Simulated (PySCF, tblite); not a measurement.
# C₆H₁₂F₂: a rotation path, then NMR shifts on frames, part 2 of 2

tblite 0.8.0 and PySCF 2.14.0. Atoms count from 0.

## (5) NMR shieldings: image 4, PBE0/pcSseg-1

Job settings and geometry (Å):

```
{"job": {"kind": "nmr", "xc": "PBE0", "basis": "pcSseg-1", "pop": false}, "charge": 0, "multiplicity": 1}
C      2.528900     0.256200    -0.496500
C      1.324700     0.410800     0.425500
C     -0.024700     0.297200    -0.300900
C     -0.217200    -1.102800    -0.880400
C     -1.159000     0.737700     0.659500
C     -2.322300    -0.223200     0.839100
F     -3.070800    -0.342300    -0.285100
F     -3.167600     0.270700     1.784500
H      3.446700     0.432300     0.060200
H      2.582900    -0.742800    -0.920200
H      2.480000     0.975500    -1.310400
H      1.371300    -0.343100     1.214700
H      1.381600     1.393400     0.899200
H     -0.009600     0.997200    -1.141800
H     -0.218200    -1.858700    -0.099700
H     -1.146300    -1.166500    -1.439800
H      0.594400    -1.328900    -1.567000
H     -1.587800     1.683300     0.321700
H     -0.756100     0.898300     1.660900
H     -2.036100    -1.233700     1.163200
```

With the program's defaults for keys left out, this is: GIAO PBE0/pcSseg-1 NMR shielding, non-relativistic, gas phase.

What it wrote:

```text
coarse grid: 16128 points
cycle   1  E = -434.8626969219  dE =  7.532e-01  |g| = 7.387e-01  |ddm| = 3.704e+00
cycle   2  E = -434.7987950091  dE =  6.390e-02  |g| = 9.973e-01  |ddm| = 1.055e+00
cycle   3  E = -434.9654311479  dE = -1.666e-01  |g| = 7.253e-02  |ddm| = 5.991e-01
cycle   4  E = -434.9662920794  dE = -8.609e-04  |g| = 3.301e-02  |ddm| = 6.960e-02
cycle   5  E = -434.9665287033  dE = -2.366e-04  |g| = 4.219e-03  |ddm| = 2.849e-02
cycle   6  E = -434.9665320078  dE = -3.304e-06  |g| = 1.809e-03  |ddm| = 5.346e-03
final grid: 154920 points
cycle   7  E = -435.0303345231  dE = -7.219e-05  |g| = 1.084e-02  |ddm| = 3.732e-02
cycle   8  E = -435.0303198164  dE =  1.471e-05  |g| = 1.381e-02  |ddm| = 2.023e-02
cycle   9  E = -435.0303630634  dE = -4.325e-05  |g| = 1.116e-03  |ddm| = 1.125e-02
cycle  10  E = -435.0303632511  dE = -1.876e-07  |g| = 3.164e-04  |ddm| = 9.791e-04
cycle  11  E = -435.0303632665  dE = -1.544e-08  |g| = 7.468e-05  |ddm| = 2.345e-04
cycle  12  E = -435.0303632676  dE = -1.103e-09  |g| = 2.401e-05  |ddm| = 7.447e-05
cycle  13  E = -435.0303632677  dE = -1.172e-10  |g| = 4.169e-06  |ddm| = 2.027e-05
converged SCF energy = -435.0303632677

GIAO shielding tensors (ppm)
atom      isotropic    diamagn.    paramagn.     s11        s22        s33       span
  0 C      171.994     246.019     -74.025    158.407    169.966    187.608     29.201
  1 C      149.616     249.338     -99.722    130.436    150.186    168.225     37.789
  2 C      155.352     248.910     -93.557    144.600    152.692    168.766     24.166
  3 C      171.795     249.810     -78.015    160.355    170.609    184.420     24.065
  4 C      143.904     249.516    -105.612    115.382    147.335    168.996     53.614
  5 C       64.166     243.755    -179.589     41.285     66.522     84.691     43.406
  6 F      305.191     473.138    -167.948    201.905    333.918    379.748    177.843
  7 F      307.115     468.942    -161.826    190.742    335.969    394.636    203.894
  8 H       30.520      27.866       2.654     25.771     27.692     38.095     12.324
  9 H       30.518      30.249       0.270     25.422     30.310     35.823     10.401
 10 H       31.044      29.782       1.261     26.735     28.915     37.482     10.746
 11 H       30.671      32.911      -2.240     26.570     30.700     34.743      8.172
 12 H       30.229      32.564      -2.335     24.718     30.734     35.236     10.519
 13 H       30.197      34.256      -4.059     26.084     29.302     35.205      9.121
 14 H       31.349      32.605      -1.256     27.744     29.339     36.963      9.220
 15 H       30.111      31.429      -1.318     24.592     29.604     36.136     11.544
 16 H       30.438      31.952      -1.514     24.732     30.246     36.337     11.605
 17 H       29.240      30.462      -1.221     25.152     28.863     33.706      8.554
 18 H       30.417      32.067      -1.650     24.918     32.419     33.914      8.996
 19 H       25.507      29.591      -4.084     22.722     26.446     27.354      4.632
```

Wall time 64 s (1 thread of Intel Xeon at 2.50GHz, shared host); peak memory 0.93 GiB.

This run: δ C5 122.8, C4 43.0, C1 37.3, C2 31.6, H19 6.21, H17 2.48 ppm.

## (6) Shielding tensors: image 6, PBE0/pcSseg-1

Job settings and geometry (Å):

```
{"job": {"kind": "nmr", "xc": "PBE0", "basis": "pcSseg-1", "pop": false}, "charge": 0, "multiplicity": 1}
C      2.509200     0.141900    -0.356900
C      1.245600     0.317400     0.479900
C     -0.030200     0.377000    -0.372300
C     -0.280700    -0.938400    -1.106000
C     -1.243600     0.821800     0.473000
C     -2.100200    -0.286100     1.065000
F     -2.873600    -0.886400     0.127100
F     -2.976900     0.250700     1.957100
H      3.390400     0.216200     0.276400
H      2.531400    -0.826600    -0.848800
H      2.571200     0.916900    -1.117800
H      1.171100    -0.494000     1.206200
H      1.334600     1.254600     1.034500
H      0.125700     1.155400    -1.126800
H     -0.399900    -1.762800    -0.408300
H     -1.177100    -0.871700    -1.716700
H      0.555600    -1.168200    -1.760700
H     -1.913600     1.439200    -0.129000
H     -0.901600     1.425900     1.315600
H     -1.542600    -1.072100     1.595200
```

With the program's defaults for keys left out, this is: GIAO PBE0/pcSseg-1 NMR shielding, non-relativistic, gas phase.

What it wrote:

```text
coarse grid: 16128 points
cycle   1  E = -434.8651785667  dE =  7.540e-01  |g| = 7.396e-01  |ddm| = 3.682e+00
cycle   2  E = -434.8015118370  dE =  6.367e-02  |g| = 9.979e-01  |ddm| = 1.055e+00
cycle   3  E = -434.9682470393  dE = -1.667e-01  |g| = 7.247e-02  |ddm| = 5.993e-01
cycle   4  E = -434.9691018347  dE = -8.548e-04  |g| = 3.318e-02  |ddm| = 7.049e-02
cycle   5  E = -434.9693408388  dE = -2.390e-04  |g| = 4.256e-03  |ddm| = 2.914e-02
cycle   6  E = -434.9693441903  dE = -3.352e-06  |g| = 1.817e-03  |ddm| = 5.356e-03
final grid: 154920 points
cycle   7  E = -435.0325053823  dE = -6.898e-05  |g| = 1.058e-02  |ddm| = 3.517e-02
cycle   8  E = -435.0324905729  dE =  1.481e-05  |g| = 1.364e-02  |ddm| = 1.986e-02
cycle   9  E = -435.0325324079  dE = -4.184e-05  |g| = 1.082e-03  |ddm| = 1.113e-02
cycle  10  E = -435.0325325867  dE = -1.788e-07  |g| = 3.183e-04  |ddm| = 9.647e-04
cycle  11  E = -435.0325326026  dE = -1.589e-08  |g| = 7.156e-05  |ddm| = 2.306e-04
cycle  12  E = -435.0325326036  dE = -9.939e-10  |g| = 2.323e-05  |ddm| = 7.324e-05
converged SCF energy = -435.0325326036

GIAO shielding tensors (ppm)
atom      isotropic    diamagn.    paramagn.     s11        s22        s33       span
  0 C      171.590     246.184     -74.595    157.591    169.965    187.213     29.623
  1 C      151.084     248.838     -97.754    131.935    151.738    169.579     37.644
  2 C      153.366     248.530     -95.164    141.088    153.458    165.551     24.464
  3 C      170.002     249.069     -79.067    159.168    170.551    180.287     21.119
  4 C      141.894     249.251    -107.357    121.409    144.570    159.703     38.294
  5 C       64.534     244.520    -179.986     40.858     66.451     86.294     45.436
  6 F      300.533     473.129    -172.596    206.684    322.038    372.877    166.193
  7 F      302.760     468.772    -166.012    181.880    332.459    393.940    212.060
  8 H       30.479      28.011       2.468     25.715     27.634     38.087     12.372
  9 H       30.510      30.259       0.251     25.453     30.195     35.883     10.431
 10 H       31.032      29.824       1.208     26.818     28.937     37.342     10.524
 11 H       30.493      32.768      -2.276     26.186     30.838     34.454      8.268
 12 H       30.310      32.599      -2.288     24.782     30.564     35.585     10.802
 13 H       30.287      34.114      -3.827     26.126     29.289     35.446      9.320
 14 H       31.341      32.289      -0.948     27.529     29.982     36.512      8.983
 15 H       30.311      31.172      -0.861     25.601     28.947     36.386     10.784
 16 H       30.433      31.701      -1.269     24.812     30.142     36.344     11.531
 17 H       29.367      30.343      -0.976     25.233     28.842     34.026      8.793
 18 H       30.120      31.860      -1.740     25.198     31.175     33.987      8.790
 19 H       25.565      29.970      -4.405     23.068     26.167     27.460      4.392
```

It took 45 s on 1 thread of Intel Xeon at 2.50GHz, shared host; peak memory 0.93 GiB.

Key values: δ C5 122.4, C4 45.0, C1 35.8, C2 33.6, H19 6.15, H17 2.35 ppm.

## (7) NMR shieldings: image 8, PBE0/pcSseg-1

Job settings and geometry (Å):

```
{"job": {"kind": "nmr", "xc": "PBE0", "basis": "pcSseg-1", "pop": false}, "charge": 0, "multiplicity": 1}
C      2.474800     0.119200    -0.222400
C      1.136900     0.184300     0.506400
C     -0.047600     0.384400    -0.448100
C     -0.318700    -0.861500    -1.288600
C     -1.310500     0.829700     0.304400
C     -1.891200    -0.214800     1.243800
F     -2.645600    -1.126300     0.581300
F     -2.733600     0.375000     2.133800
H      3.287800     0.021600     0.493200
H      2.512400    -0.734100    -0.893600
H      2.637800     1.023100    -0.804800
H      1.003100    -0.736100     1.077600
H      1.165200     1.015200     1.215500
H      0.208600     1.205500    -1.127500
H     -0.473300    -1.733700    -0.658100
H     -1.208100    -0.721100    -1.897800
H      0.516700    -1.063100    -1.953300
H     -2.091500     1.096900    -0.410900
H     -1.089000     1.712000     0.908700
H     -1.139200    -0.765500     1.827400
```

Method: GIAO PBE0/pcSseg-1 NMR shielding, non-relativistic, gas phase.

What it wrote:

```text
coarse grid: 16128 points
cycle   1  E = -434.8681781903  dE =  7.582e-01  |g| = 7.398e-01  |ddm| = 3.670e+00
cycle   2  E = -434.8047795662  dE =  6.340e-02  |g| = 9.968e-01  |ddm| = 1.041e+00
cycle   3  E = -434.9713833629  dE = -1.666e-01  |g| = 7.222e-02  |ddm| = 5.903e-01
cycle   4  E = -434.9722301221  dE = -8.468e-04  |g| = 3.323e-02  |ddm| = 7.069e-02
cycle   5  E = -434.9724694704  dE = -2.393e-04  |g| = 4.290e-03  |ddm| = 2.912e-02
cycle   6  E = -434.9724728659  dE = -3.395e-06  |g| = 1.831e-03  |ddm| = 5.368e-03
final grid: 154920 points
cycle   7  E = -435.0355399688  dE = -7.091e-05  |g| = 1.113e-02  |ddm| = 3.613e-02
cycle   8  E = -435.0355237837  dE =  1.619e-05  |g| = 1.429e-02  |ddm| = 2.071e-02
cycle   9  E = -435.0355699240  dE = -4.614e-05  |g| = 1.122e-03  |ddm| = 1.159e-02
cycle  10  E = -435.0355701195  dE = -1.955e-07  |g| = 3.252e-04  |ddm| = 9.747e-04
cycle  11  E = -435.0355701363  dE = -1.680e-08  |g| = 7.245e-05  |ddm| = 2.334e-04
cycle  12  E = -435.0355701373  dE = -1.056e-09  |g| = 2.298e-05  |ddm| = 8.074e-05
cycle  13  E = -435.0355701375  dE = -1.079e-10  |g| = 4.038e-06  |ddm| = 1.754e-05
converged SCF energy = -435.0355701375

GIAO shielding tensors (ppm)
atom      isotropic    diamagn.    paramagn.     s11        s22        s33       span
  0 C      171.663     245.855     -74.193    156.945    170.654    187.389     30.443
  1 C      153.990     249.228     -95.238    140.784    149.225    171.961     31.178
  2 C      151.922     248.627     -96.705    139.063    154.192    162.509     23.446
  3 C      167.309     248.871     -81.562    153.066    166.621    182.240     29.173
  4 C      139.469     249.811    -110.343    128.802    137.613    151.991     23.189
  5 C       64.683     245.386    -180.703     41.834     66.956     85.258     43.424
  6 F      299.632     473.240    -173.608    207.628    321.796    369.473    161.845
  7 F      302.018     468.933    -166.915    179.447    331.404    395.203    215.756
  8 H       30.447      28.137       2.310     25.610     27.627     38.103     12.493
  9 H       30.492      30.192       0.301     25.405     30.202     35.870     10.464
 10 H       30.955      29.744       1.211     26.679     28.766     37.421     10.742
 11 H       30.487      33.022      -2.535     25.779     31.274     34.407      8.628
 12 H       30.302      32.774      -2.472     24.682     30.721     35.502     10.820
 13 H       30.334      34.074      -3.739     26.571     29.001     35.431      8.860
 14 H       31.007      31.900      -0.893     27.267     29.894     35.859      8.592
 15 H       30.610      31.137      -0.527     26.415     28.454     36.961     10.545
 16 H       30.304      31.454      -1.149     24.934     29.505     36.473     11.539
 17 H       29.586      30.703      -1.117     26.153     28.566     34.038      7.884
 18 H       29.870      31.730      -1.859     25.422     29.828     34.360      8.938
 19 H       25.521      30.311      -4.790     22.601     26.684     27.279      4.679
```

Wall time 63 s (1 thread of Intel Xeon at 2.50GHz, shared host); peak memory 0.93 GiB.

In short: δ C5 122.2, C4 47.5, C2 35.0, C1 32.9, H19 6.20, H17 2.13 ppm.

## (8) Run by run: NMR shifts

Shifts (ppm) of some atoms, chosen among heavy atoms and hydrogens apart, with basis size and wall time:

| frame | C4 | C1 | C3 | H17 | H18 | F7 | F6 | functions | time |
| --- | --- | --- | --- | --- | --- | --- | --- | --- | --- |
| image 0 | 48.5 | 35.4 | 18.1 | 1.88 | 1.43 | -139.3 | -143.2 | 196 | 65 s |
| image 2 | 44.9 | 35.0 | 16.5 | 2.20 | 1.22 | -140.0 | -145.8 | 196 | 62 s |
| image 4 | 43.0 | 37.3 | 15.1 | 2.48 | 1.30 | -136.2 | -134.2 | 196 | 64 s |
| image 6 | 45.0 | 35.8 | 16.9 | 2.35 | 1.60 | -131.8 | -129.6 | 196 | 45 s |
| image 8 | 47.5 | 32.9 | 19.6 | 2.13 | 1.85 | -131.1 | -128.7 | 196 | 63 s |

## (9) What came out

This closing draws on all 2 parts.

| quantity | value |
| --- | --- |
| barrier | 0.164 eV (3.8 kcal/mol) at image 4 |
| end to end (GFN2-xTB) | 0.022 eV |
| 13C shifts against TMS (PBE0/pcSseg-1, image 0) | 122.2, 48.5, 35.4, 34.0, 18.1, 14.5 ppm |
| 1H shifts against TMS (PBE0/pcSseg-1, image 0) | 6.26, 1.88, 1.43, 1.41, 1.41, 1.38, 1.24, 1.23, 1.17, 1.02, 0.77, 0.24 ppm |
| 19F shifts against CFCl3 (PBE0/pcSseg-1, image 0) | -139.3, -143.2 ppm |
| range of the shift of F6 | -145.8 to -128.7 ppm |

Along the band the dihedral turns by 127°, and the top (dihedral -3°) lies 3.8 kcal/mol above the start (GFN2-xTB, rough), so at room temperature this motion is fast. Ends this close can change order at a higher level. The top was not checked by a frequency run. Shifts at one fixed geometry are not the observed spectrum, which averages over the motion. In the first frame run (image 0): The widest tensor belongs to F7: span 194 ppm, with a paramagnetic part of -158 ppm. Across the 5 runs the shift of F6 moves most, between -145.8 (image 2) and -128.7 ppm (image 8).
